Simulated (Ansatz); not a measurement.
**BH5O (built from SMILES B.O): a reaction path by the nudged elastic band**

Aim: the minimum-energy path between two given structures and its highest point. Both ends were relaxed at PBE0-D4 in triple zeta.

Program: Ansatz 0.2.0, Gaussian basis. Level of theory: PBE0-D4/def2-SVP. These are calculated values, not measurements.

22 further runs of the same task are left out: 22 set aside as unsound or not needed.

### 1 The starting structure

The first end: 7 atoms, charge 0, spin multiplicity 1.

Atoms are counted from 1 here; the program's logs count them from 0.

Bond lengths: B1–H2 1.204 Å, B1–H3 1.204 Å, B1–H4 1.210 Å, B1–O6 1.687 Å, H5–O6 0.964 Å, O6–H7 0.964 Å. Angles: H2–B1–H3 115.8°, H2–B1–H4 115.2°, H2–B1–O6 102.0°, H3–B1–H4 115.2°, H3–B1–O6 102.0°, H4–B1–O6 103.6°, B1–O6–H5 108.5°, B1–O6–H7 108.5°, H5–O6–H7 107.3°.

Geometry (Å):

```
B    -0.6090   -0.2303   -0.2862
H    -0.3964   -1.3170   -0.7594
H    -0.9857    0.6131   -1.0589
H    -1.1713   -0.2357    0.7855
H     1.3311   -0.3005    0.7316
O     0.9480    0.3023    0.0843
H     0.8832    1.1680    0.5031
```

The second end:

```mol
BH5O
  3D, bonds by distance, orders not assigned

  7  5  0  0  0  0  0  0  0  0999 V2000
   -0.5161    0.7174   -0.0676 B   0  0
    0.2586   -2.2945   -0.2947 H   0  0
   -0.7948    0.7050   -1.2306 H   0  0
   -1.2293    0.2374    0.7723 H   0  0
    0.8134   -1.9652   -0.6709 H   0  0
    0.6466    1.3084    0.2735 O   0  0
    0.8215    1.2914    1.2178 H   0  0
  1  3  8  0
  1  4  8  0
  1  6  8  0
  2  5  8  0
  6  7  8  0
M  END
```

### 2 The band at PBE0-D4/def2-SVP

neb/in.yaml

```yaml
crystal:
  periodic: [false, false, false]
  atoms:
    - {symbol: B, position_ang: [-0.608968, -0.230260, -0.286213]}
    - {symbol: H, position_ang: [-0.396354, -1.317006, -0.759367]}
    - {symbol: H, position_ang: [-0.985682, 0.613094, -1.058850]}
    - {symbol: H, position_ang: [-1.171340, -0.235677, 0.785537]}
    - {symbol: H, position_ang: [1.331090, -0.300485, 0.731559]}
    - {symbol: O, position_ang: [0.947984, 0.302301, 0.084283]}
    - {symbol: H, position_ang: [0.883170, 1.168033, 0.503052]}
basis:
  gaussian: {orbitals: def2-SVP}
hamiltonian: {xc: pbe0, dispersion: d4}
neb:
  images: 5
  climbing: true
  max_iterations: 40
  initial_path: idpp
  final_atoms:
    - {symbol: B, position_ang: [-0.516145, 0.717401, -0.067566]}
    - {symbol: H, position_ang: [0.258636, -2.294470, -0.294658]}
    - {symbol: H, position_ang: [-0.794767, 0.705046, -1.230603]}
    - {symbol: H, position_ang: [-1.229264, 0.237426, 0.772348]}
    - {symbol: H, position_ang: [0.813360, -1.965195, -0.670871]}
    - {symbol: O, position_ang: [0.646558, 1.308412, 0.273501]}
    - {symbol: H, position_ang: [0.821522, 1.291381, 1.217849]}
```

The run is started by

```bash
$ ansatz run in.yaml --threads 2 --pin off --events-out ev --progress --plain --max-ram 4352MiB
```

**Question.** What will these runs give? Wanted: from earlier runs: barrier over the separately found saddle, CCSD(T)/def2-TZVPP.

As calculated:

```
                                                                       quantity                                                 value
                                                PBE0-D4/def2-SVP, 16 iterations  highest 86.3 kJ/mol (image 3), last end -54.4 kJ/mol
from earlier runs: barrier over the separately found saddle, CCSD(T)/def2-TZVPP                                          104.9 kJ/mol
```

What this shows: The highest image lies 86.3 kJ/mol above the first end, and it climbed, so it estimates the saddle. The ends are not quite minima at this level (largest force component 0.41 eV/Å), so the heights are unreliable: relaxing the first end would lower it and raise the barrier above it. The highest image is 18.6 kJ/mol below the CCSD(T) barrier in triple zeta, which comes from separate runs on the saddle.
